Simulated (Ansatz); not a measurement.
# TaGe2: from the start to rest

Wanted: the geometry at rest of TaGe2 (a database entry, slightly rescaled), relaxing cell and atoms at 20 GPa, and its electronic structure there.

Method: DFT, r2SCAN, no spin polarisation, plane waves, PAW, in Ansatz 0.2.0.

### 1 The system as given

Symmetry: P6_222, No. 180, hexagonal system. Conventional cell: a = 4.923 Å, b = 4.923 Å, c = 7.596 Å, α = 90.00°, β = 90.00°, γ = 120.00°. Ta (site symmetry 222) has 10 Ge at 2.84 to 2.90 Å as nearest neighbours. Around Ge (site symmetry 2) lie 5 Ta at 2.84 to 2.90 Å and 5 Ge at 2.84 to 2.90 Å.

Structure file:

```
Ta Ge
1.0
     2.46141    4.26328    0.00000
    -2.46141    4.26328    0.00000
     0.00000    0.00000    7.59572
Ta Ge
3 6
Direct
  0.50000 0.50000 0.50000
  0.50000 0.00000 0.83333
  0.00000 0.50000 0.16667
  0.16700 0.16700 0.50000
  0.83300 0.33400 0.83333
  0.66600 0.16700 0.16667
  0.83300 0.83300 0.50000
  0.16700 0.66600 0.83333
  0.33400 0.83300 0.16667
```

The first density is read from a saved solution for the starting cell.

### 2 The walk to rest

input.yaml reads:

```yaml
crystal:
  lattice:
    - [2.461409, 4.263281, 0.0]
    - [-2.461409, 4.263281, 0.0]
    - [0.0, 0.0, 7.595715]
  atoms:
    - { symbol: Ta, position: [0.5, 0.5, 0.5] }
    - { symbol: Ta, position: [0.5, 0.0, 0.83333] }
    - { symbol: Ta, position: [0.0, 0.5, 0.16667] }
    - { symbol: Ge, position: [0.167, 0.167, 0.5] }
    - { symbol: Ge, position: [0.833, 0.334, 0.83333] }
    - { symbol: Ge, position: [0.666, 0.167, 0.16667] }
    - { symbol: Ge, position: [0.833, 0.833, 0.5] }
    - { symbol: Ge, position: [0.167, 0.666, 0.83333] }
    - { symbol: Ge, position: [0.334, 0.833, 0.16667] }
  symmetry: { tolerance: 0.0003 }
kpoints:
  mp_grid: { grid: [8, 8, 5], shift: [0, 0, 0] }
magnetization:
  spin_polarized: false
scf:
  occupations: { method: fermi_dirac }
  lower_state_search: "off"
hamiltonian:
  pseudopotentials: { kind: paw }
  xc: r2scan
basis:
  ecutwfc: 500
  fft_grid_basis: typed
relax:
  max_steps: 60
  cell: { p_target: 20.0 }
  f_tol: 0.03
output:
  forces: true
  stress: true
  eigenvalues: true
  bader: true
  populations: true
  elf: true
  write_potential: true
  volumetric_format: npy
  dos:
    e_range: [-12, 8]
    de: 0.05
    projected: { site_lists: { Ge: [Ge], Ta: [Ta] } }
  write_density: true
checkpoint:
  read: saved_state
```

The run is started by

```sh
ansatz run input.yaml --threads 2 --pin off --max-ram 2560MiB --backend cpu --events-out ev --progress --plain --runs-dir out
```

What does the calculation give? Wanted: moves; largest move; cell; volume; pressure at the end; character; Bader charges.

The runs gave:

| quantity | value |
| --- | --- |
| moves | 5 |
| largest move | 0.03 Å (Ge) |
| space group (0.01 Å), before / after | P6_222 / P6_222 |
| cell | a = 4.791 Å, b = 4.791 Å, c = 6.575 Å, α = 90.00°, β = 90.00°, γ = 60.00° |
| volume | 14.52 Å³/atom (-18.0 %) |
| pressure at the end | 19.98 GPa |
| character | metal |
| density of states, mean within 0.25 eV of the Fermi level | 3 per eV per cell |
| Bader charges | Ta +1.00, Ge -0.50 e |

**Reading.** The volume shrank by 18.0 %, and the largest move of an atom is 0.03 Å apart from the change of the cell. The shape changed more than that tells: the edges moved by -3, -3, -13 %. With 12 symmetry operations imposed, the end may be a saddle point towards distortions that break them. It is a metal; within 0.25 eV of the Fermi level the density of states averages 3 per eV per cell, mostly Ta d (68 %) and Ge p (23 %). Ta loses most charge (+1.00 e on average) and Ge gains most (-0.50 e).
